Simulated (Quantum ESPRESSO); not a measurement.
# TiH5 in Quantum ESPRESSO: notebook, part 2 of 2

Quantum ESPRESSO 7.5.

### Step 3. Work function, PBE

Contents of pw.in:

```
&CONTROL
  calculation = 'scf'
  prefix = 'pwscf'
  outdir = './tmp'
  pseudo_dir = './pseudo'
  tprnfor = .true.
  disk_io = 'low'
/
&SYSTEM
  ibrav = 0
  celldm(1) = 8
  nat = 6
  ntyp = 2
  ecutwfc = 60
  ecutrho = 480
  nbnd = 15
  occupations = 'smearing'
  smearing = 'fd'
  degauss = 0.00367493
/
&ELECTRONS
  conv_thr = 6d-09
  electron_maxstep = 150
  mixing_beta = 0.3
  mixing_mode = 'local-TF'
/
ATOMIC_SPECIES
Ti    47.8670 ti_pbe_v1.4.uspp.F.UPF
H      1.0080 H.pbe-rrkjus_psl.1.0.0.UPF
CELL_PARAMETERS alat
  0.7222391518860   0.0000000000000   0.0000000000000
 -0.3611195759430   0.6254757256746   0.0000000000000
  0.0000000000000   0.0000000000000   7.2959396596308
ATOMIC_POSITIONS crystal
Ti     0.6666700000    0.3333300000    0.2752000000
H      0.3333300000    0.6666700000    0.3100500000
H      0.3333300000    0.6666700000    0.2403500000
H      0.6666700000    0.3333300000    0.2178000000
H      0.6666700000    0.3333300000    0.3326000000
H      0.0000000000    0.0000000000    0.2752000000
K_POINTS automatic
10 10 1 0 0 0
```

Contents of pp_density.in:

```
&INPUTPP
  prefix = 'pwscf'
  outdir = './tmp'
  filplot = 'density.dat'
  plot_num = 0
/
&PLOT
  nfile = 1
  filepp(1) = 'density.dat'
  iflag = 3
  output_format = 6
  fileout = 'density.cube'
/
```

Contents of pp_potential.in:

```
&INPUTPP
  prefix = 'pwscf'
  outdir = './tmp'
  filplot = 'potential.dat'
  plot_num = 11
/
&PLOT
  nfile = 1
  filepp(1) = 'potential.dat'
  iflag = 3
  output_format = 6
  fileout = 'potential.cube'
/
```

Potentials or basis: SSSP 1.3 efficiency PBE.

The run is started by

```bash
> OMP_NUM_THREADS=1 mpirun -n 2 pw.x -nk 2 -in pw.in > pw.out
> OMP_NUM_THREADS=1 mpirun -n 1 pp.x -in pp_density.in > pp_density.out
> OMP_NUM_THREADS=1 mpirun -n 1 pp.x -in pp_potential.in > pp_potential.out
```

pw.out:

```text
This program is part of the open-source Quantum ESPRESSO suite
     for quantum simulation of materials; please cite
[... 13 lines left out ...]
     --------------------
     sticks:   dense  smooth     PW     G-vecs:    dense   smooth      PW
     Sum        1111     559    163               299513   106073   17529

     Using Slab Decomposition

     bravais-lattice index     =            0
     lattice parameter (alat)  =       8.0000  a.u.
     unit-cell volume          =    1687.4957 (a.u.)^3
     number of atoms/cell      =            6
     number of atomic types    =            2
     number of electrons       =        17.00
     number of Kohn-Sham states=           15
     kinetic-energy cutoff     =      60.0000  Ry
     charge density cutoff     =     480.0000  Ry
     scf convergence threshold =      6.0E-09
     mixing beta               =       0.3000
     number of iterations used =            8  local-TF  mixing
     Exchange-correlation= PBE
                           (   1   4   3   4   0   0   0)

     celldm(1)=   8.000000  celldm(2)=   0.000000  celldm(3)=   0.000000
     celldm(4)=   0.000000  celldm(5)=   0.000000  celldm(6)=   0.000000

     crystal axes: (cart. coord. in units of alat)
               a(1) = (   0.722239   0.000000   0.000000 )
               a(2) = (  -0.361120   0.625476   0.000000 )
               a(3) = (   0.000000   0.000000   7.295940 )

     reciprocal axes: (cart. coord. in units 2 pi/alat)
               b(1) = (  1.384583  0.799392 -0.000000 )
               b(2) = (  0.000000  1.598783  0.000000 )
               b(3) = (  0.000000 -0.000000  0.137063 )

     PseudoPot. # 1 for Ti read from file:
     ti_pbe_v1.4.uspp.F.UPF
     Pseudo is Ultrasoft + core correction, Zval = 12.0
     Generated by new atomic code, or converted to UPF format
     Using radial grid of  851 points,  6 beta functions with:
                l(1) =   0
                l(2) =   0
                l(3) =   1
                l(4) =   1
                l(5) =   2
                l(6) =   2
     Q(r) pseudized with  6 coefficients,  rinner =    1.000   1.000   1.000
                                                       1.000   1.000

     PseudoPot. # 2 for H  read from file:
     H.pbe-rrkjus_psl.1.0.0.UPF
     Pseudo is Ultrasoft, Zval =  1.0
     Generated using "atomic" code by A. Dal Corso  v.5.1
     Using radial grid of  929 points,  2 beta functions with:
                l(1) =   0
                l(2) =   0
     Q(r) pseudized with 0 coefficients

     atomic species   valence    mass     pseudopotential
     Ti               12.00    47.86700     Ti( 1.00)
     H                 1.00     1.00800     H ( 1.00)

      2 Sym. Ops. (no inversion) found

   Cartesian axes

     site n.     atom                  positions (alat units)
         1        Ti     tau(   1) = (   0.3611232   0.2084898   2.0078426  )
         2        H      tau(   2) = (  -0.0000036   0.4169859   2.2621061  )
         3        H      tau(   3) = (  -0.0000036   0.4169859   1.7535791  )
         4        H      tau(   4) = (   0.3611232   0.2084898   1.5890557  )
         5        H      tau(   5) = (   0.3611232   0.2084898   2.4266295  )
         6        H      tau(   6) = (   0.0000000   0.0000000   2.0078426  )

     number of k points=    31  Fermi-Dirac smearing, width (Ry)=  0.0037
                       cart. coord. in units 2pi/alat
        k(    1) = (   0.0000000   0.0000000   0.0000000), wk =   0.0200000
        k(    2) = (   0.0000000   0.1598783   0.0000000), wk =   0.0400000
        k(    3) = (   0.0000000   0.3197566   0.0000000), wk =   0.0400000
        k(    4) = (   0.0000000   0.4796349   0.0000000), wk =   0.0400000
        k(    5) = (   0.0000000   0.6395132   0.0000000), wk =   0.0400000
        k(    6) = (   0.0000000  -0.7993915   0.0000000), wk =   0.0200000
[... 23 lines left out ...]
        k(   30) = (  -0.6922915  -0.2398175   0.0000000), wk =   0.0800000
        k(   31) = (  -0.6922915  -0.0799392   0.0000000), wk =   0.0800000

     Dense  grid:   299513 G-vectors     FFT dimensions: (  45,  45, 432)

     Smooth grid:   106073 G-vectors     FFT dimensions: (  30,  30, 288)

     Check: negative core charge=   -0.000002

     Initial potential from superposition of free atoms

     starting charge      15.9999, renormalised to      17.0000

     negative rho (up, down):  1.608E-03 0.000E+00
     Starting wfcs are   15 randomized atomic wfcs

     Self-consistent Calculation

     iteration #  1     ecut=    60.00 Ry     beta= 0.30
     Davidson diagonalization with overlap
     ethr =  1.00E-02,  avg # of iterations =  5.1

     negative rho (up, down):  1.576E-03 0.000E+00
[... 55 lines left out ...]
     total energy              =    -124.98896335 Ry
     estimated scf accuracy    <       0.00103060 Ry

     iteration #  8     ecut=    60.00 Ry     beta= 0.30
     Davidson diagonalization with overlap
     c_bands:  1 eigenvalues not converged
     ethr =  6.06E-06,  avg # of iterations =  5.0

     negative rho (up, down):  2.244E-03 0.000E+00

     total energy              =    -124.98898882 Ry
     estimated scf accuracy    <       0.00066706 Ry
[... 91 lines left out ...]
     iteration # 19     ecut=    60.00 Ry     beta= 0.30
     Davidson diagonalization with overlap
     ethr =  1.32E-10,  avg # of iterations =  1.4

     negative rho (up, down):  1.154E-03 0.000E+00

     End of self-consistent calculation

          k = 0.0000 0.0000 0.0000 ( 13181 PWs)   bands (ev):

   -61.1193 -37.2846 -37.2476 -37.2476 -13.3484  -9.4027  -8.1815  -3.8462
    -3.8462  -2.0399  -2.0398  -0.9316  -0.8504   0.1091   1.4744
[... 148 lines left out ...]
   -61.0674 -37.5743 -37.3965 -37.2286  -9.8703  -8.5409  -7.6208  -6.4844
    -4.4779  -3.3644  -1.3977   0.0159   0.6957   1.2161   3.7099

     the Fermi energy is    -4.2971 ev

!    total energy              =    -124.98880371 Ry
     estimated scf accuracy    <          2.4E-09 Ry
     smearing contrib. (-TS)   =      -0.00077705 Ry
     internal energy E=F+TS    =    -124.98802666 Ry

     The total energy is F=E-TS. E is the sum of the following terms:
     one-electron contribution =   -1054.49552101 Ry
     hartree contribution      =     523.86056856 Ry
     xc contribution           =     -21.42513835 Ry
     ewald contribution        =     427.07206413 Ry

     convergence has been achieved in  19 iterations

     negative rho (up, down):  1.154E-03 0.000E+00

     Forces acting on atoms (cartesian axes, Ry/au):

     atom    1 type  1   force =     0.00000000    0.00001461   -0.00000277
     atom    2 type  2   force =     0.00000000   -0.00000115   -0.00020182
     atom    3 type  2   force =     0.00000000   -0.00000114    0.00020251
     atom    4 type  2   force =     0.00000000   -0.00000235   -0.00012160
     atom    5 type  2   force =     0.00000000   -0.00000235    0.00012316
     atom    6 type  2   force =     0.00000000   -0.00000763    0.00000053

     Total force =     0.000335     Total SCF correction =     0.000048
     SCF correction compared to forces is large: reduce conv_thr to get better values

=------------------------------------------------------------------------------=
   JOB DONE.
=------------------------------------------------------------------------------=
```

pp_density.out:

```text
This program is part of the open-source Quantum ESPRESSO suite
     for quantum simulation of materials; please cite
         "P. Giannozzi et al., J. Phys.:Condens. Matter 21 395502 (2009);
         "P. Giannozzi et al., J. Phys.:Condens. Matter 29 465901 (2017);
         "P. Giannozzi et al., J. Chem. Phys. 152 154105 (2020);
     in publications or presentations arising from this work. More details at

     IMPORTANT: XC functional enforced from input :
     Exchange-correlation= PBE
                           (   1   4   3   4   0   0   0)
     Any further DFT definition will be discarded
     Please, verify this is what you really want

     G-vector sticks info
     --------------------
     sticks:   dense  smooth     PW     G-vecs:    dense   smooth      PW
     Sum        1111     559    163               299513   106073   17529

     Using Slab Decomposition

     Check: negative core charge=   -0.000002

     negative rho (up, down):  1.154E-03 0.000E+00

     Calling punch_plot, plot_num =   0
     Writing data to file  density.dat
     Reading data from file  density.dat

     Writing data to be plotted to file density.cube
     Plot Type: 3D                     Output format: Gaussian cube

=------------------------------------------------------------------------------=
   JOB DONE.
=------------------------------------------------------------------------------=
```

pp_potential.out:

```text
This program is part of the open-source Quantum ESPRESSO suite
     for quantum simulation of materials; please cite
         "P. Giannozzi et al., J. Phys.:Condens. Matter 21 395502 (2009);
         "P. Giannozzi et al., J. Phys.:Condens. Matter 29 465901 (2017);
         "P. Giannozzi et al., J. Chem. Phys. 152 154105 (2020);
     in publications or presentations arising from this work. More details at

     IMPORTANT: XC functional enforced from input :
     Exchange-correlation= PBE
                           (   1   4   3   4   0   0   0)
     Any further DFT definition will be discarded
     Please, verify this is what you really want

     G-vector sticks info
     --------------------
     sticks:   dense  smooth     PW     G-vecs:    dense   smooth      PW
     Sum        1111     559    163               299513   106073   17529

     Using Slab Decomposition

     Check: negative core charge=   -0.000002

     negative rho (up, down):  1.154E-03 0.000E+00

     Calling punch_plot, plot_num =  11
     Writing data to file  potential.dat
     Reading data from file  potential.dat

     Writing data to be plotted to file potential.cube
     Plot Type: 3D                     Output format: Gaussian cube

=------------------------------------------------------------------------------=
   JOB DONE.
=------------------------------------------------------------------------------=
```

Wall time 2.2 min (2 MPI ranks of Arm Neoverse V2, shared host); peak memory 1.3 GiB.

Results:

```yaml
Free_energy: -1700.5593 eV
Largest_force: 0.005 eV/Å
Band_gap_on_the_k_mesh: none (metal or under the smearing width)
Work_function_of_the_upper_face: 6.05 eV
Work_function_of_the_lower_face: 6.05 eV
```

Forces in eV/Å, atoms in the order of the input:
```
Ti   0.000  0.000  0.000
H    0.000  0.000 -0.005
H    0.000  0.000  0.005
H    0.000  0.000 -0.003
H    0.000  0.000  0.003
H    0.000  0.000  0.000
```
